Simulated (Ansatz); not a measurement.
# SrBrCl: the cost of one run

Method: DFT PBE, scalar-relativistic, plane waves, PAW, in Ansatz 0.2.0.

1 further run of the same task is left out (set aside as unsound or not needed).

**1. The starting structure**

It takes space group P3m1 (No. 156, trigonal). Conventional cell: a = 4.295 Å, b = 4.295 Å, c = 30.904 Å, α = 90.00°, β = 90.00°, γ = 120.00°. Sr (site symmetry 3m) is surrounded by 3 Cl at 2.96 Å and 3 Br at 3.09 Å. Around Br (site symmetry 3m) lie 3 Sr at 3.09 Å. Around Cl (site symmetry 3m) lie 3 Sr at 2.96 Å.

Structure file:

```xyz
3
Lattice="4.2948 0.0000 0.0000 -2.1474 3.7194 0.0000 0.0000 0.0000 30.9038" Properties=species:S:1:pos:R:3 pbc="T T F"
Sr    0.0000    0.0000    9.1152
Br    0.0000    2.4796    7.2697
Cl    0.0000    2.4796   10.7231
```

It is the end of an earlier relaxation with the same method, from a generated guess; it needn't be the stable form of this composition. At a tolerance of 0.02 Å it has layer group p3m1 (No. 69); it has 5.32 Å²/atom, an uncorrected energy of -2.18 eV/atom over the elements.

It is a sheet, periodic along a and b, with vacuum along c; volumes and pressures of the box carry no meaning, and space groups named for it are those of the box.

**2. Static run: bands, density of states and charges**

File input.yaml:

```yaml
crystal:
  lattice:
    - [4.2948462883, 0.0, 0.0]
    - [-2.1474231441, 3.719445991, 0.0]
    - [0.0, 0.0, 30.90384112]
  atoms:
    - { symbol: Sr, position: [0.0, 0.0, 0.2949540268] }
    - { symbol: Br, position: [0.3333333333, 0.6666666667, 0.2352372604] }
    - { symbol: Cl, position: [0.3333333333, 0.6666666667, 0.3469812265] }
  periodic: [true, true, false]
basis:
  ecutwfc: 420
kpoints:
  mp_grid: { grid: [6, 6, 1] }
  band_path:
    path:
      - [0.0, 0.0, 0.0]
      - [0.5, 0.0, 0.0]
      - [0.33333333, 0.33333333, 0.0]
      - [0.0, 0.0, 0.0]
    npoints: 14
hamiltonian:
  xc: pbe
scf:
  occupations: { method: gaussian, width: 0.02 }
  n_extra_bands: 7
output:
  forces: true
  stress: true
  eigenvalues: true
  populations: true
  dos: { projected: true, de: 0.02, nscf_kmesh: { grid: [9, 9, 1] } }
  bader: true
```

The run is started by

```console
> ansatz run input.yaml --threads 1 --pin off --max-ram 2048MiB --backend cpu --events-out ev --progress --plain --runs-dir out
```

**Question.** How long does this run take on 1 thread of Intel Xeon 6975P-C (Granite Rapids), shared host, and how much memory does it need?

About 29 s, with a peak of 0.64 GiB.
